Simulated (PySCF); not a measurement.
# C7H15NOSi (SiEt3(NCO)): the cost of one run

The runs use PySCF 2.14.0, with density-fitted response routines of our own; the level of theory stands in each step. All values are computed, except where a source is named. Atoms are numbered from 0 throughout.

**1. Starting geometry**

25 atoms, charge 0, multiplicity 1; geometry from: GFN2-xTB. The atoms were then displaced at random by about 0.03 Å, so the start is not that level's minimum.

Bonds of the start (Å): Si0–C1 1.91, Si0–C8 1.82, Si0–C15 2.03, Si0–N22 1.70, C1–C2 1.50, C1–H3 0.98, C1–H4 1.08, C2–H5 1.10, C2–H6 1.04, C2–H7 1.19, C8–C9 1.55, C8–H10 1.09, C8–H11 1.08, C9–H12 1.02, C9–H13 1.10, C9–H14 1.08, C15–C16 1.51, C15–H17 1.09, C15–H18 1.03, C16–H19 1.10, C16–H20 1.15, C16–H21 1.06, N22–C23 1.22, C23–O24 1.13.

**2. Optimising the geometry at PBE0-D3(BJ)/def2-SVP**

What the job is given:

```
{"job": {"xc": "PBE0", "basis": "def2-SVP", "d3": "d3bj", "grid": 1, "maxiter": 40, "shake": 0.03, "kind": "geom"}, "charge": 0, "multiplicity": 1}
Si     0.153630    -0.022210     0.039570
C     -0.214780     0.057390     1.907770
C      0.266360    -1.186590     2.587610
H     -1.166620     0.167070     2.104090
H      0.265470     0.928830     2.325990
H      0.091460    -1.134640     3.671320
H     -0.102850    -2.076990     2.193480
H      1.450490    -1.246760     2.479400
C      1.929980    -0.113770    -0.360560
C      2.189490    -0.195350    -1.890640
H      2.295800    -1.050620     0.063670
H      2.523230     0.697730     0.029860
H      3.171950    -0.307010    -2.150710
H      1.593950    -1.000380    -2.348280
H      1.874630     0.703660    -2.401550
C     -0.735950     1.588970    -0.808700
C     -2.240360     1.628760    -0.637060
H     -0.554010     1.522500    -1.883230
H     -0.304850     2.454580    -0.460710
H     -2.754870     2.457350    -1.153680
H     -2.758020     0.683760    -1.026740
H     -2.470980     1.641020     0.394950
N     -0.621630    -1.355420    -0.669530
C     -1.598750    -2.056120    -0.885570
O     -2.392710    -2.822020    -1.150150
```

Run with:

```bash
$ OMP_NUM_THREADS=1 python probes_run.py task.json out
```

This one command runs all jobs of the session in turn.

**Question.** How long does this first job take on 1 thread of Arm Neoverse V2, shared host, and how much memory does it need?

About 7.7 min, with a peak of 1.4 GiB.
